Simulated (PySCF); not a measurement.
**C4H10O2Si: electronic excitations**

Aim: predict the electronic excitations of C4H10O2Si (`CC1([SiH](O)O)CC1`).

The runs use PySCF 2.14.0, with density-fitted response routines of our own; the level of theory stands in each step. All values are computed, except where a source is named. Atoms are numbered from 0 throughout.

## 1. Starting geometry

17 atoms, charge 0, multiplicity 1; geometry from: GFN2-xTB.

Bonds of the start (Å): C0–C1 1.51, C1–Si2 1.89, Si2–O3 1.64, Si2–O4 1.62, C1–C5 1.50, C5–C6 1.49, C6–C1 1.51, C0–H7 1.09, C0–H8 1.09, C0–H9 1.09, Si2–H10 1.46, O3–H11 0.95, O4–H12 0.95, C5–H13 1.08, C5–H14 1.08, C6–H15 1.08, C6–H16 1.08.

## 2. TDDFT and polarisability: wB97X-D/def2-SVPD

The job: settings as JSON, then the geometry in Å.

```
{"job": {"kind": "uv", "xc": "wB97X-D", "basis": "def2-SVPD", "nstates": 8, "ntriplets": 3}, "charge": 0, "multiplicity": 1}
C     -0.953193    -1.285761    -0.497661
C     -0.394911     0.015364     0.039797
Si     1.480486     0.094694     0.213129
O      2.253718    -0.067655    -1.219686
O      1.935434    -1.180192     1.102134
C     -1.236373     0.747773     1.047276
C     -1.120318     1.277578    -0.344548
H     -0.530242    -1.509952    -1.476370
H     -0.699949    -2.103551     0.174352
H     -2.037222    -1.238015    -0.594080
H      1.901245     1.348081     0.841291
H      2.045712     0.517276    -1.941460
H      2.795583    -1.564080     0.955201
H     -0.742746     1.285234     1.842646
H     -2.173315     0.300061     1.344343
H     -1.978987     1.191717    -0.995297
H     -0.551920     2.183458    -0.500975
```

With the program's defaults for keys left out, this is: TDDFT wB97X-D/def2-SVPD, vertical, gas phase, core orbitals frozen in the response.

On the command line:

```bash
$ OMP_NUM_THREADS=1 python probes_run.py task.json out
```

This one command runs all jobs of the session in turn.

What will the session give for the following? lowest singlet (wB97X-D/def2-SVPD); brightest single state of those computed; lowest triplet. Wanted: lowest singlet; brightest single state of those computed; lowest triplet.

As calculated:

| quantity | value |
| --- | --- |
| lowest singlet (wB97X-D/def2-SVPD) | 7.42 eV (167 nm), f = 0.009 |
| brightest single state of those computed | state 7, 8.57 eV, f = 0.029 |
| lowest triplet | 7.27 eV |

The first singlet state (HOMO→LUMO 0.59, HOMO→LUMO+1 0.27) lies at 7.42 eV and is weak; of the 8 states computed, the strongest absorption comes from state 7 at 8.57 eV. The lowest triplet lies 0.15 eV below the lowest singlet (triplets in Tamm-Dancoff, singlets in full TDDFT).
